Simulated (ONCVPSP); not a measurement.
# An ONCV potential for neodymium, from input to tests

Task: generate the file, and judge it by its errors in other configurations, its logarithmic derivatives, its ghosts and its cutoff.

Program: ONCVPSP 4.0.1.1 (patched build). Reference atom: PBEsol, scalar-relativistic, spherical and spin-unpolarised. All values are calculated.

### Step 1. The atom and the settings

Typed settings, in words:

* element: neodymium (Nd, Z = 60)
* type: optimised norm-conserving Vanderbilt (ONCV)
* frozen core: [Kr] 4d10
* valence charge: 14
* reference configuration: 4f3 5s2 5p6 (charge +3)
* partial waves: 5s: rc 1.65 bohr, ncon 3, nbas 6, qcut 4.2 1/bohr, 1 projector; 5p: rc 2.00 bohr, ncon 4, nbas 9, qcut 5.7 1/bohr, 2 projectors, debl 2 Ha; d scattering state at 0.26 Ha: rc 1.55 bohr, ncon 3, nbas 7, qcut 6 1/bohr, local; 4f: rc 1.55 bohr, ncon 3, nbas 7, qcut 9 1/bohr, 1 projector
* local potential: the d channel
* core correction: Teter function, fcfact 2.25, rcfact 1.5

An earlier all-electron run gives the scale for the radii.

All-electron outer shells of the reference configuration (PBEsol, scalar-relativistic, ld1.x):

```json
{"shell": "5p", "level (eV)": "-48.08", "outermost node (bohr)": "0.77", "outermost maximum (bohr)": "1.46"}
{"shell": "4f", "level (eV)": "-30.83", "outermost node (bohr)": "–", "outermost maximum (bohr)": "0.65"}
{"shell": "5d", "level (eV)": "-24.08", "outermost node (bohr)": "0.87", "outermost maximum (bohr)": "1.93"}
{"shell": "6s", "level (eV)": "-21.16", "outermost node (bohr)": "1.69", "outermost maximum (bohr)": "3.06"}
{"shell": "6p", "level (eV)": "-16.32", "outermost node (bohr)": "1.94", "outermost maximum (bohr)": "3.60"}
```

### Step 2. Generating the potential

File Nd.dat:

```
# ATOM AND REFERENCE CONFIGURATION
# atsym  z   nc   nv     iexc    psfile
  Nd 60.00    9    3  -116133      upf
#
#   n    l    f
    1    0    2.00
    2    0    2.00
    2    1    6.00
    3    0    2.00
    3    1    6.00
    3    2   10.00
    4    0    2.00
    4    1    6.00
    4    2   10.00
    4    3    3.00
    5    0    2.00
    5    1    6.00
#
# PSEUDOPOTENTIAL AND OPTIMIZATION
# lmax
    3
#
#   l,   rc,      ep,       ncon, nbas, qcut
    0    1.65    0.00    3    6    4.20
    1    2.00    0.00    4    9    5.70
    2    1.55    0.26    3    7    6.00
    3    1.55    0.00    3    7    9.00
#
# LOCAL POTENTIAL
# lloc, lpopt,  rc(5),   dvloc0
    2    5    1.55    0.00
#
# VANDERBILT-KLEINMAN-BYLANDER PROJECTORs
# l, nproj, debl
    0    1    2.40
    1    2    2.00
    2    0    2.60
    3    1    3.40
#
# MODEL CORE CHARGE
# icmod, fcfact, rcfact
    3    2.25    1.50
#
# LOG DERIVATIVE ANALYSIS
# epsh1, epsh2, depsh
   -4.00    5.00    0.02
#
# OUTPUT GRID
# rlmax, drl
    6.00    0.01
#
# TEST CONFIGURATIONS
# ncnf
    4
# nvcnf
#   n    l    f
    4
    4    3    4.00
    5    0    2.00
    5    1    6.00
    6    0    2.00
#
    4
    4    3    4.00
    5    0    2.00
    5    1    6.00
    6    0    1.00
#
    3
    4    3    4.00
    5    0    2.00
    5    1    6.00
#
    4
    4    3    4.00
    5    0    2.00
    5    1    5.00
    6    0    2.00
#
```

On the command line:

```console
$ oncvpsp.x < Nd.dat > Nd.out
```

Before running it: what results should come out? Wanted: cutoffs for 1 and 0.1 mHa per electron, occupied waves; bound ghosts; GHOST(+) flags; largest test error; largest phase difference near zero energy, channels read; rms error of d²Exc/dn², without and with the model core; projector energies reset by the program.

As calculated:

| quantity | value |
| --- | --- |
| cutoffs for 1 and 0.1 mHa per electron, occupied waves | 40 Ha and 120 Ha |
| bound ghosts | none found |
| GHOST(+) flags | s at -47 eV |
| largest test error (AE − PS) | +403 meV, for 4f4 5s2 5p6 (2 tests unsolved) |
| largest phase difference near zero energy, channels read | 2.977 rad |
| rms error of d²Exc/dn², without and with the model core | 14.71 and 7.54 mHa |
| projector energies reset by the program | d: 0.050 Ha |

**Reading.** By total energies transferability is poor: the largest error is 403 meV on 22.5 eV, for 4f4 5s2 5p6. Of the tests 2 gave no usable energy difference, which is a warning in itself. By its cutoff, 40 Ha for the looser tolerance, it is hard. The tighter tolerance needs 120 Ha, and converged work needs a cutoff nearer that. At the looser tolerance the 4f wave is the slowest; 5s needs 31 Ha. No bound ghost shows below the valence levels. Of the channels read, s scatters worst near zero energy, by up to 2.98 rad. A step near π is an extra or missing state, not a misfit of shape. The program also flags highly localised states, GHOST(+) (s). All of this concerns the isolated atom, not yet a solid.
